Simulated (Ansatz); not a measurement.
# RuSi+ (doublet): from Hartree-Fock to the top rungs, def2-SVP

An exercise on one series of results from a longer session: the logs are not shown, and one member is left open.

Program: Ansatz 0.2.0, Gaussian basis. Level of theory: def2-SVP, core rule «outside noble gas», up to 9 orbitals frozen. These are calculated values, not measurements.

To be run: UHF; CCSD(T) on ROHF; CCSD(T) on UHF; CISD as a restricted active space (open shells left free, so some higher excitations enter); CCSDT(Q) on ROHF; CCSDT(Q) on UHF.

7 further runs of the same task are left out: 2 for a known fault of the program, 1 that didn't finish, 4 set aside as unsound or not needed. Runs told in other sessions of the task aren't counted.

### What is computed

The geometry is a PBE0/def2-TZVP stationary point (not a proven minimum). No spin-orbit coupling is included. Elements past krypton take def2 core potentials.

2 atoms, charge 1, spin multiplicity 2.

Atoms are counted from 1 here; the program's logs count them from 0.

Bond lengths: Ru1–Si2 2.054 Å.

The first run:

in.yaml

```yaml
crystal:
  periodic: [false, false, false]
  atoms:
    - {symbol: Ru, position_ang: [0.000000, 0.000000, 0.000000]}
    - {symbol: Si, position_ang: [0.000000, 0.000000, 2.054200]}
basis:
  gaussian: {orbitals: def2-SVP}
total_charge: 1
magnetization: {spin_polarized: true, initial_magnetization: 1}
hamiltonian: {xc: hf}
output: {orbitals: {seedname: orbitals}}
```

On the command line:

```
$ ansatz run in.yaml --threads 1 --pin off --events-out ev --progress --plain --max-ram 2393MiB
```

Among the steps run: UHF; CCSD(T) on ROHF; CCSD(T) on UHF; CISD as a restricted active space (open shells left free, so some higher excitations enter); CCSDT(Q) on ROHF; CCSDT(Q) on UHF.

One table of the session follows, with a row left open; its other results are not shown here.

It belongs to the step «Misses and costs». 

| method | from RCCSDT(Q) (meV) |
| --- | --- |
| ROHF | +9022.7 |
| UHF | +7798.7 |
| RMP2 | +316.8 |
| UMP2 | ? |
| RCCSD | +727.0 |
| UCCSD | +580.7 |
| RCCSD(T) | +110.5 |
| UCCSD(T) | +167.1 |
| RCCSDT | +73.0 |
| UCCSDT | +35.7 |
| RCCSDT(Q) | 0 |
| UCCSDT(Q) | -86.0 |

Q: Estimate the row for UMP2 from the others.

As computed: from RCCSDT(Q) (meV): +1570.2. In the column «from RCCSDT(Q) (meV)» it lies between RCCSD (+727.0) and UHF (+7798.7).

Not comparable, so not listed: CISD as a restricted active space (open shells left free, so some higher excitations enter) (they don't share determinant, frozen orbitals or solution with the rows shown, or repeat one).

To keep in mind: The determinant of HF (⟨S²⟩ 2.22) is far from a pure spin state, so its energy mixes those of several spin states; that is harmless only where they are near-degenerate. The determinant of CCSD(T) (⟨S²⟩ 2.15) is far from a pure spin state, so its energy mixes those of several spin states; high orders of coupled cluster remove much of that, low ones don't. The determinant of CCSDT(Q) (⟨S²⟩ 2.15) is far from a pure spin state, so its energy mixes those of several spin states; high orders of coupled cluster remove much of that, low ones don't. The program flags RCCSD(T), UCCSD(T) as in doubt, so read those rows with care; the flags are large difference. Warnings: spin contamination; coupled cluster took another determinant than the lowest; large T1 diagnostic. Restricted and unrestricted rows rest on different reference determinants; a gap between their highest levels can come from leftover correlation error, from unlike frozen cores or from another state.
